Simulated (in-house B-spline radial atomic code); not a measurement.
# Sm²⁹⁺: partial-wave convergence of RPA

How many partial waves does Sm²⁹⁺ need? The cut on the empty states is raised step by step on a PBE0 start.

The numbers are computed with an in-house B-spline radial atomic code, version 1 (RPA, second order, AC-SOSEX and G0W0 (contour deformation) on a scalar-relativistic mean field, all electrons; no spin-orbit coupling, Breit or QED terms, no two-electron picture change), except any that are marked as measured or tabulated.

### Step 1. The system

```
element        : samarium (Z = 62)
charge         : +29
electrons      : 33
configuration  : [Ar] 3d10 4s2 4p3
Hamiltonian    : scalar-relativistic (spin-free one-electron X2C), finite nucleus
values of lmax : 4, 5, 6, 7, 8, 9, 10, 11
```

The outer shells:

Sm29+
```
[Ar] core
3d [↑↓][↑↓][↑↓][↑↓][↑↓]
4s [↑↓]
4p [↑ ][↑ ][↑ ]
```

### Step 2. Lmax = 4

The run's settings:

```ini
Z = 62
electrons = 33.0
configuration = [Ar] 3d10 4s2 4p3
hamiltonian = x2c
method = pbe0
lmax = 4
rms_radius = 5.0819
spin_polarised = True
box_radius = 3.12
intervals = 62
```

Command:

```sh
$ python run_gw.py task.json out
```

One command runs all members of the session, one after another, from task.json.

The runs that follow: Lmax = 5; Lmax = 6; Lmax = 7; Lmax = 8; Lmax = 9; Lmax = 10; Lmax = 11.

What does the calculation give? Wanted: highest level, mean field; highest level, G0W0; RPA correlation energy; RPA+SOSEX.

The runs gave:

| quantity | value |
| --- | --- |
| highest level, mean field (range over the runs) | -1105.268 eV |
| highest level, G0W0 (range over the runs) | -1121.625 to -1121.580 eV |
| RPA correlation energy | -2.776 to -2.742 hartree |
| RPA+SOSEX | -1.9503 to -1.9139 hartree |
| tabulated theoretical ionisation energy (4p shell) | 1103.0 ± 4 eV (NIST Atomic Spectra Database, ionization energies) |
| G0W0 removal energy less that value | +18.6 eV |

What this shows: At lmax = 4 the plain sum holds 87.4 % of the last extrapolated value, at lmax = 11 it holds 99.3 %. With the tail added, the runs differ from the last by up to 1.2 %, and from lmax = 8 on all values lie within 0.5 % of the last; the plain sum reaches 99 % at lmax = 10. The extrapolated value still moves by 1.2 millihartree in the last step. The G0W0 level varies by 0.045 eV over the range. The time rises from 3.1 s to 5.8 s. At the highest cut G0W0 misses the tabulated theoretical ionisation energy, 1103.0 ± 4 eV, by +18.6 eV (+1.7 %). Spin-orbit coupling is left out: in so heavy and highly charged an ion the half-filled shell is really jj-coupled, so the high-spin state computed here is a model and the comparison is rough. Spin-orbit coupling, which splits the 4p shell strongly in so heavy an element, is left out.
